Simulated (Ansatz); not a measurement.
**C₂H₂BrN: basis-set convergence**

One table from this session's results is given with a row withheld; the runs are named, their logs left out.

The runs use Ansatz 0.2.0, Gaussian basis; one geometry, several basis sets.

Plan: PBE0-D4/def2-SVP; ωB97M-V/def2-SVP; PBE0-D4/def2-QZVPP; ωB97M-V/def2-QZVPP; the functionals' def2-TZVPP values are taken from earlier runs.

## Structure used throughout

The geometry comes from an earlier relaxation with PBE0-D4 in a triple-zeta def2 set; it is a stationary point.

SMILES `N=C=CBr`, 6 atoms, charge 0, spin multiplicity 1.

Atoms are counted from 1 here; the program's logs count them from 0.

Bond lengths: N1–C2 1.217 Å, N1–H5 1.019 Å, C2–C3 1.304 Å, C3–Br4 1.881 Å, C3–H6 1.079 Å. Angles: C2–N1–H5 116.4°, N1–C2–C3 174.0°, C2–C3–Br4 120.6°, C2–C3–H6 122.7°, Br4–C3–H6 116.7°.

The first run:

in.yaml

```yaml
crystal:
  periodic: [false, false, false]
  atoms:
    - {symbol: N, position_ang: [1.151297, 0.226591, -1.166077]}
    - {symbol: C, position_ang: [0.349784, 0.121648, -0.256863]}
    - {symbol: C, position_ang: [-0.404577, -0.029408, 0.796600]}
    - {symbol: Br, position_ang: [-1.231906, -1.680299, 1.154179]}
    - {symbol: H, position_ang: [0.778351, 0.525637, -2.065830]}
    - {symbol: H, position_ang: [-0.600947, 0.771731, 1.491892]}
basis:
  gaussian: {orbitals: def2-SVP}
hamiltonian: {xc: pbe0, dispersion: d4}
output: {orbitals: {seedname: orbitals}}
```

The run is started by

```console
$ ansatz run in.yaml --threads 2 --pin off --events-out ev --progress --plain --max-ram 4352MiB
```

Steps of the session up to this table: PBE0-D4 in def2-SVP; ωB97M-V in def2-SVP; PBE0-D4 in def2-QZVPP; ωB97M-V in def2-QZVPP.

One table of the session follows, with a row left open; its other results are not shown here.

It belongs to the step «Functionals by basis». 

| functional | basis | HOMO (eV) |
| --- | --- | --- |
| PBE0-D4 | def2-SVP | -6.63 |
| PBE0-D4 | def2-TZVPP | -6.78 |
| PBE0-D4 | def2-QZVPP | -6.81 |
| ωB97M-V | def2-SVP | ? |
| ωB97M-V | def2-TZVPP | -8.91 |
| ωB97M-V | def2-QZVPP | -8.94 |

Estimate the missing values for ωB97M-V, def2-SVP.

**Answer.** HOMO (eV): -8.73. In the column «HOMO (eV)» it lies between ωB97M-V, def2-TZVPP (-8.91) and PBE0-D4, def2-QZVPP (-6.81).
